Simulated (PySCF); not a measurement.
# C₅H₆AlClO: electronic excitations

Wanted: the electronic excitations of C₅H₆AlClO (`[Cl][AlH][CH]1C=COC=C1`), by calculation.

Programs: PySCF 2.14.0, with density-fitted response routines of our own. Each step states its level of theory. These are calculated values for one molecule in the gas phase, unless marked as measured. Atoms are numbered from 0 throughout.

### Step 1. The starting structure

14 atoms, charge 0, multiplicity 1; geometry from: GFN2-xTB.

Bonds of the start (Å): Cl0–Al1 2.02, Al1–C2 2.05, C2–C3 1.51, C3–C4 1.32, C4–O5 1.37, O5–C6 1.37, C6–C7 1.33, C7–C2 1.51, Al1–H8 1.54, C2–H9 1.10, C3–H10 1.08, C4–H11 1.08, C6–H12 1.08, C7–H13 1.08.

### Step 2. TDDFT and polarisability: CAM-B3LYP/def2-SVPD

What the job is given:

```
{"job": {"kind": "uv", "xc": "CAM-B3LYP", "basis": "def2-SVPD", "nstates": 8, "ntriplets": 3}, "charge": 0, "multiplicity": 1}
Cl     2.206421     2.350757     1.070376
Al     2.126136     0.847983    -0.276546
C      0.404292    -0.152074    -0.750820
C      0.085861    -1.367643     0.079511
C     -0.877918    -1.376845     0.986765
O     -1.720818    -0.323972     1.253049
C     -1.661206     0.697076     0.342394
C     -0.741324     0.818659    -0.604649
H      3.411966     0.433237    -1.013814
H      0.495169    -0.466430    -1.806171
H      0.676461    -2.257057    -0.077496
H     -1.120590    -2.230163     1.601797
H     -2.483384     1.384309     0.476463
H     -0.801744     1.641690    -1.303025
```

With the program's defaults for keys left out, this is: TDDFT CAM-B3LYP/def2-SVPD, vertical, gas phase, core orbitals frozen in the response.

On the command line:

```
> OMP_NUM_THREADS=1 python probes_run.py task.json out
```

One launch serves the whole session: the jobs run in the order shown.

What will the session give for the following? lowest singlet (CAM-B3LYP/def2-SVPD); brightest single state of those computed; lowest triplet. Wanted: lowest singlet; brightest single state of those computed; lowest triplet.

The runs gave:

| quantity | value |
| --- | --- |
| lowest singlet (CAM-B3LYP/def2-SVPD) | 3.47 eV (357 nm), f = 0.000 |
| brightest single state of those computed | state 4, 5.64 eV, f = 0.043 |
| lowest triplet | 3.02 eV |

What this shows: The lowest singlet, at 3.47 eV, is HOMO→LUMO 0.94 and is dark; of the 8 states computed, the strongest absorption comes from state 4 at 5.64 eV. The lowest triplet lies 0.45 eV below the lowest singlet (triplets in Tamm-Dancoff, singlets in full TDDFT).
